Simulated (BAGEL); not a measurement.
# CH3BS2 (SMILES S=CBS): levels of theory compared

Aim: a comparison of 4 runs (B3LYP/6-31G*, B3LYP/def2-SVP, PBE0/def2-SVP, RI-MP2/def2-SVP) of CH3BS2. 

The calculation is run with BAGEL 1.2.2.

1 further run of the same task is left out (it didn't finish).

### 1 The molecule

CH3BS2: 7 atoms, total charge 0, spin state singlet. SMILES: `S=CBS`. The shape is that of a PBE0-D4/def2-TZVP optimisation. This is one conformer, not always the lowest.

Bond lengths: S1–C2 1.616 Å, C2–B3 1.548 Å, B3–S4 1.773 Å, C2–H5 1.094 Å, B3–H6 1.194 Å, S4–H7 1.343 Å. Angles: S1–C2–B3 119.3°, C2–B3–S4 119.4°, S1–C2–H5 119.6°, B3–C2–H5 121.0°, C2–B3–H6 120.1°, S4–B3–H6 120.5°, B3–S4–H7 97.7°.

### 2 The energy at B3LYP/6-31G(d) (density fitting with qzvpp-jkfit, spherical functions) (run 1)

job.json reads:

```json
{ "bagel": [

{
  "title": "molecule",
  "basis": "6-31gs.json",
  "df_basis": "qzvpp-jkfit",
  "angstrom": "true",
  "geometry": [
    { "atom": "S", "xyz": [       0.227300,      -2.350600,      -0.404000 ] },
    { "atom": "C", "xyz": [      -0.664500,      -1.024400,      -0.161700 ] },
    { "atom": "B", "xyz": [       0.030400,       0.282400,       0.293400 ] },
    { "atom": "S", "xyz": [       0.913200,       1.258400,      -0.894000 ] },
    { "atom": "H", "xyz": [      -1.753400,      -1.079200,      -0.257500 ] },
    { "atom": "H", "xyz": [      -0.032700,       0.627400,       1.434700 ] },
    { "atom": "H", "xyz": [       1.340600,       2.218000,      -0.056600 ] }
  ]
},

{ "title": "ks", "xc_func": "b3lyp" },

{ "title": "print", "file": "orbitals.molden", "orbitals": "true" }

]}
```

The basis set 6-31G* is read from a file made from the Basis Set Exchange's data (not shown).

Run with:

```console
$ BAGEL_NUM_THREADS=1 BAGEL job.json > job.out
```

Log:

```text
* using 1 threads per process

  ===============================================================
  ===============================================================

  *** Geometry ***

  { "atom" : "S", "xyz" : [      0.429535,     -4.441990,     -0.763449 ] },
  { "atom" : "C", "xyz" : [     -1.255723,     -1.935835,     -0.305569 ] },
  { "atom" : "B", "xyz" : [      0.057448,      0.533659,      0.554446 ] },
  { "atom" : "S", "xyz" : [      1.725698,      2.378031,     -1.689415 ] },
  { "atom" : "H", "xyz" : [     -3.313446,     -2.039392,     -0.486604 ] },
  { "atom" : "H", "xyz" : [     -0.061794,      1.185614,      2.711190 ] },
  { "atom" : "H", "xyz" : [      2.533367,      4.191413,     -0.106958 ] },

  Number of auxiliary basis functions:      460

  Since a DF basis is specified, we compute 2- and 3-index integrals:
    o Being stored without compression. Storage requirement is 0.018 GB

  Number of basis functions:       70
  Number of electrons      :       46

    * METHOD: MOLECULE                             0.17

  *** Kohn-Sham DFT ***

    * Removing 12491 points whose weight is below 1.00e-10
    * Grid points: 91851

  === Nuclear Repulsion ===
   165.0861174717

       - DIIS with orbital gradients will be used.

  === KS iteration (b3lyp / 6-31gs.json) ===
      0       -841.87338980          0.13608354           0.24
      1       -835.32485376          0.13836638           0.23
      2       -805.42651269          0.16920215           0.23
      3       -841.40710276          0.13489104           0.23
      4       -854.83887360          0.08058690           0.23
      5       -860.47515909          0.03429126           0.23
      6       -860.57616003          0.03490191           0.23
      7       -861.11914216          0.00455015           0.23
      8       -861.12809045          0.00184511           0.23
      9       -861.12961857          0.00022838           0.23
     10       -861.12963388          0.00013227           0.23
     11       -861.12964468          0.00003368           0.23
     12       -861.12964536          0.00001140           0.23
     13       -861.12964542          0.00000386           0.23
     14       -861.12964542          0.00000109           0.23
     15       -861.12964542          0.00000017           0.23
     16       -861.12964542          0.00000007           0.23
     17       -861.12964542          0.00000006           0.23
     18       -861.12964542          0.00000003           0.23
     19       -861.12964542          0.00000001           0.23
    * SCF iteration converged.

    * Permanent dipole moment:
           (    0.295509,    -0.855229,    -0.342495) a.u.

    * METHOD: KS                                   4.94

    * METHOD: PRINT                                0.01

  ===============================================================
```

Run time: 5.4 s. Hardware: 1 thread of Arm Neoverse V2, shared host; peak memory 0.34 GiB.

### 3 The energy at B3LYP/def2-SVP (density fitting with qzvpp-jkfit) (run 2)

input.json reads:

```json
{ "bagel" : [

{
  "title" : "molecule",
  "basis" : "svp",
  "df_basis" : "qzvpp-jkfit",
  "angstrom" : true,
  "geometry" : [
    { "atom" : "S", "xyz" : [       0.227300,      -2.350600,      -0.404000 ] },
    { "atom" : "C", "xyz" : [      -0.664500,      -1.024400,      -0.161700 ] },
    { "atom" : "B", "xyz" : [       0.030400,       0.282400,       0.293400 ] },
    { "atom" : "S", "xyz" : [       0.913200,       1.258400,      -0.894000 ] },
    { "atom" : "H", "xyz" : [      -1.753400,      -1.079200,      -0.257500 ] },
    { "atom" : "H", "xyz" : [      -0.032700,       0.627400,       1.434700 ] },
    { "atom" : "H", "xyz" : [       1.340600,       2.218000,      -0.056600 ] }
  ]
},

{ "title" : "ks", "xc_func" : "b3lyp", "charge" : 0 },

{ "title" : "print", "file" : "orbitals.molden", "orbitals" : true }

]}
```

Run with:

```console
$ BAGEL_NUM_THREADS=1 BAGEL input.json > input.out
```

Log:

```text
* using 1 threads per process

  ===============================================================
  ===============================================================

  *** Geometry ***

  { "atom" : "S", "xyz" : [      0.429535,     -4.441990,     -0.763449 ] },
  { "atom" : "C", "xyz" : [     -1.255723,     -1.935835,     -0.305569 ] },
  { "atom" : "B", "xyz" : [      0.057448,      0.533659,      0.554446 ] },
  { "atom" : "S", "xyz" : [      1.725698,      2.378031,     -1.689415 ] },
  { "atom" : "H", "xyz" : [     -3.313446,     -2.039392,     -0.486604 ] },
  { "atom" : "H", "xyz" : [     -0.061794,      1.185614,      2.711190 ] },
  { "atom" : "H", "xyz" : [      2.533367,      4.191413,     -0.106958 ] },

  Number of auxiliary basis functions:      460

  Since a DF basis is specified, we compute 2- and 3-index integrals:
    o Being stored without compression. Storage requirement is 0.023 GB

  Number of basis functions:       79
  Number of electrons      :       46

    * METHOD: MOLECULE                             0.16

  *** Kohn-Sham DFT ***

    * Removing 12491 points whose weight is below 1.00e-10
    * Grid points: 91851

  === Nuclear Repulsion ===
   165.0861174717

       - DIIS with orbital gradients will be used.

  === KS iteration (b3lyp / svp) ===
      0       -840.00284041          0.10456858           0.28
      1       -831.03829167          0.14328349           0.26
      2       -805.69787635          0.14643486           0.26
      3       -809.14037386          0.16387597           0.26
      4       -855.64666582          0.07774096           0.26
      5       -859.26828213          0.05617301           0.26
      6       -860.42616668          0.02546687           0.26
      7       -860.82047173          0.00972578           0.26
      8       -860.84756291          0.00686988           0.26
      9       -860.87391011          0.00222873           0.26
     10       -860.87600925          0.00094142           0.26
     11       -860.87650271          0.00016743           0.26
     12       -860.87651859          0.00003946           0.26
     13       -860.87651940          0.00001410           0.25
     14       -860.87651952          0.00000629           0.26
     15       -860.87651955          0.00000213           0.26
     16       -860.87651955          0.00000161           0.26
     17       -860.87651955          0.00000035           0.27
     18       -860.87651955          0.00000022           0.26
     19       -860.87651955          0.00000006           0.26
     20       -860.87651955          0.00000003           0.26
     21       -860.87651955          0.00000001           0.26
     22       -860.87651955          0.00000001           0.26
    * SCF iteration converged.

    * Permanent dipole moment:
           (    0.225612,    -0.765701,    -0.238841) a.u.

    * METHOD: KS                                   6.37

    * METHOD: PRINT                                0.01

  ===============================================================
```

Run time: 6.9 s. Hardware: 1 thread of Arm Neoverse V2, shared host; peak memory 0.36 GiB.

### 4 The energy at PBE0/def2-SVP (density fitting with qzvpp-jkfit) (run 3)

dft.json reads:

```json
{ "bagel" : [

{
  "title" : "molecule",
  "basis" : "svp",
  "df_basis" : "qzvpp-jkfit",
  "angstrom" : true,
  "geometry" : [
    { "atom" : "S", "xyz" : [       0.227300,      -2.350600,      -0.404000 ] },
    { "atom" : "C", "xyz" : [      -0.664500,      -1.024400,      -0.161700 ] },
    { "atom" : "B", "xyz" : [       0.030400,       0.282400,       0.293400 ] },
    { "atom" : "S", "xyz" : [       0.913200,       1.258400,      -0.894000 ] },
    { "atom" : "H", "xyz" : [      -1.753400,      -1.079200,      -0.257500 ] },
    { "atom" : "H", "xyz" : [      -0.032700,       0.627400,       1.434700 ] },
    { "atom" : "H", "xyz" : [       1.340600,       2.218000,      -0.056600 ] }
  ]
},

{
  "title" : "ks",
  "xc_func" : "pbe0",
  "charge" : 0
},

{
  "title" : "print",
  "file" : "orbitals.molden",
  "orbitals" : true
}

]}
```

Run with:

```console
$ BAGEL_NUM_THREADS=1 BAGEL dft.json > dft.out
```

Log:

```text
* using 1 threads per process

  ===============================================================
  ===============================================================

  *** Geometry ***

  { "atom" : "S", "xyz" : [      0.429535,     -4.441990,     -0.763449 ] },
  { "atom" : "C", "xyz" : [     -1.255723,     -1.935835,     -0.305569 ] },
  { "atom" : "B", "xyz" : [      0.057448,      0.533659,      0.554446 ] },
  { "atom" : "S", "xyz" : [      1.725698,      2.378031,     -1.689415 ] },
  { "atom" : "H", "xyz" : [     -3.313446,     -2.039392,     -0.486604 ] },
  { "atom" : "H", "xyz" : [     -0.061794,      1.185614,      2.711190 ] },
  { "atom" : "H", "xyz" : [      2.533367,      4.191413,     -0.106958 ] },

  Number of auxiliary basis functions:      460

  Since a DF basis is specified, we compute 2- and 3-index integrals:
    o Being stored without compression. Storage requirement is 0.023 GB

  Number of basis functions:       79
  Number of electrons      :       46

    * METHOD: MOLECULE                             0.16

  *** Kohn-Sham DFT ***

    * Removing 12491 points whose weight is below 1.00e-10
    * Grid points: 91851

  === Nuclear Repulsion ===
   165.0861174717

       - DIIS with orbital gradients will be used.

  === KS iteration (pbe0 / svp) ===
      0       -839.63922735          0.10432745           0.27
      1       -831.12427483          0.14373329           0.25
      2       -806.00572370          0.14836354           0.26
      3       -809.89467832          0.16558880           0.26
      4       -855.36175283          0.07712284           0.25
      5       -859.02662532          0.05290195           0.25
      6       -860.10294502          0.02334849           0.25
      7       -860.43408808          0.00813213           0.25
      8       -860.45611617          0.00568591           0.25
      9       -860.47392608          0.00174769           0.25
     10       -860.47536443          0.00057601           0.25
     11       -860.47555122          0.00011279           0.25
     12       -860.47555851          0.00002558           0.25
     13       -860.47555905          0.00001151           0.25
     14       -860.47555915          0.00000433           0.25
     15       -860.47555916          0.00000330           0.25
     16       -860.47555917          0.00000155           0.25
     17       -860.47555917          0.00000033           0.26
     18       -860.47555917          0.00000026           0.26
     19       -860.47555917          0.00000007           0.26
     20       -860.47555917          0.00000004           0.26
     21       -860.47555917          0.00000002           0.25
     22       -860.47555917          0.00000002           0.25
     23       -860.47555917          0.00000001           0.26
    * SCF iteration converged.

    * Permanent dipole moment:
           (    0.243337,    -0.801656,    -0.282767) a.u.

    * METHOD: KS                                   6.46

    * METHOD: PRINT                                0.01

  ===============================================================
```

Wall time 6.9 s (1 thread of Arm Neoverse V2, shared host); peak memory 0.36 GiB.

### 5 A single-point energy at RI-MP2/def2-SVP (density fitting with qzvpp-jkfit) (run 4)

job.json reads:

```json
{ "bagel": [

{
  "title": "molecule",
  "basis": "svp",
  "df_basis": "qzvpp-jkfit",
  "angstrom": "true",
  "geometry": [
    { "atom": "S", "xyz": [    0.227300,   -2.350600,   -0.404000 ] },
    { "atom": "C", "xyz": [   -0.664500,   -1.024400,   -0.161700 ] },
    { "atom": "B", "xyz": [    0.030400,    0.282400,    0.293400 ] },
    { "atom": "S", "xyz": [    0.913200,    1.258400,   -0.894000 ] },
    { "atom": "H", "xyz": [   -1.753400,   -1.079200,   -0.257500 ] },
    { "atom": "H", "xyz": [   -0.032700,    0.627400,    1.434700 ] },
    { "atom": "H", "xyz": [    1.340600,    2.218000,   -0.056600 ] }
  ]
},
{ "title": "hf" },
{ "title": "mp2", "ncore": 12 }

]}
```

Run with:

```console
$ BAGEL_NUM_THREADS=1 BAGEL job.json > job.out
```

Log:

```text
* using 1 threads per process

  ===============================================================
  ===============================================================

  *** Geometry ***

  { "atom" : "S", "xyz" : [      0.429535,     -4.441990,     -0.763449 ] },
  { "atom" : "C", "xyz" : [     -1.255723,     -1.935835,     -0.305569 ] },
  { "atom" : "B", "xyz" : [      0.057448,      0.533659,      0.554446 ] },
  { "atom" : "S", "xyz" : [      1.725698,      2.378031,     -1.689415 ] },
  { "atom" : "H", "xyz" : [     -3.313446,     -2.039392,     -0.486604 ] },
  { "atom" : "H", "xyz" : [     -0.061794,      1.185614,      2.711190 ] },
  { "atom" : "H", "xyz" : [      2.533367,      4.191413,     -0.106958 ] },

  Number of auxiliary basis functions:      460

  Since a DF basis is specified, we compute 2- and 3-index integrals:
    o Being stored without compression. Storage requirement is 0.023 GB

  Number of basis functions:       79
  Number of electrons      :       46

    * METHOD: MOLECULE                             0.16

  *** RHF ***

  === Nuclear Repulsion ===
   165.0861174717

      * DIIS with orbital gradients will be used.

  === RHF iteration (svp) ===
      0       -858.98529598          0.00970742           0.05
      1       -859.04406136          0.00462919           0.05
      2       -859.05328173          0.00183647           0.05
      3       -859.05542714          0.00034653           0.05
      4       -859.05550980          0.00008067           0.05
      5       -859.05551843          0.00002635           0.05
      6       -859.05551959          0.00000954           0.05
      7       -859.05551975          0.00000384           0.05
      8       -859.05551978          0.00000142           0.05
      9       -859.05551978          0.00000073           0.05
     10       -859.05551978          0.00000040           0.05
     11       -859.05551978          0.00000022           0.05
     12       -859.05551978          0.00000011           0.05
     13       -859.05551978          0.00000005           0.05
     14       -859.05551978          0.00000002           0.05
     15       -859.05551978          0.00000001           0.05
    * SCF iteration converged.

    * Permanent dipole moment:
           (    0.388330,    -0.847912,    -0.398422) a.u.

    * METHOD: HF                                   0.97

  *** RHF ***

  === Nuclear Repulsion ===
   165.0861174717

      * DIIS with orbital gradients will be used.

  === RHF iteration (svp) ===
      0       -859.05551978          0.00000000           0.05
    * SCF iteration converged.

    * Permanent dipole moment:
           (    0.388330,    -0.847912,    -0.398422) a.u.

  === DF-MP2 calculation ===

    * freezing 12 orbitals
    * 3-index integral transformation done
    * assembly done

      MP2 correlation energy:   -0.4712601134      0.02

      MP2 total energy:       -859.5267798975

    * METHOD: MP2                                  0.14

  ===============================================================
```

It took 1.4 s on 1 thread of Arm Neoverse V2, shared host; peak memory 0.11 GiB.

### 6 All runs side by side

```tsv
run	level	frozen core orbitals	energy (Eh)	dipole moment (D)	HOMO energy (eV)	LUMO energy (eV)	wall time
1	B3LYP/6-31G* (density fitting with qzvpp-jkfit, spherical functions)	–	-861.129645	2.46	-6.12	-2.57	5.4 s
2	B3LYP/def2-SVP (density fitting with qzvpp-jkfit)	–	-860.876520	2.12	-6.02	-2.52	6.9 s
3	PBE0/def2-SVP (density fitting with qzvpp-jkfit)	–	-860.475559	2.25	-6.33	-2.43	6.9 s
4	RI-MP2/def2-SVP (density fitting with qzvpp-jkfit)	12	-859.526780	–	–	–	1.4 s
```

### 7 Outcome

| quantity | value |
| --- | --- |
| run 4: total energy | -859.52678 Eh |
| run 4: correlation energy (12 core orbitals frozen) | -471.3 mEh |

**Reading.** Over runs 1, 2, 3 the dipole moment (its size) runs from 2.12 D (B3LYP/def2-SVP) to 2.46 D (B3LYP/6-31G*). Over runs 1, 2, 3 the HOMO–LUMO gap runs from 3.49 eV (B3LYP/def2-SVP) to 3.90 eV (PBE0/def2-SVP). Totals of different functionals can't be ranked against each other. All runs together took 21 s, the longest 6.9 s.
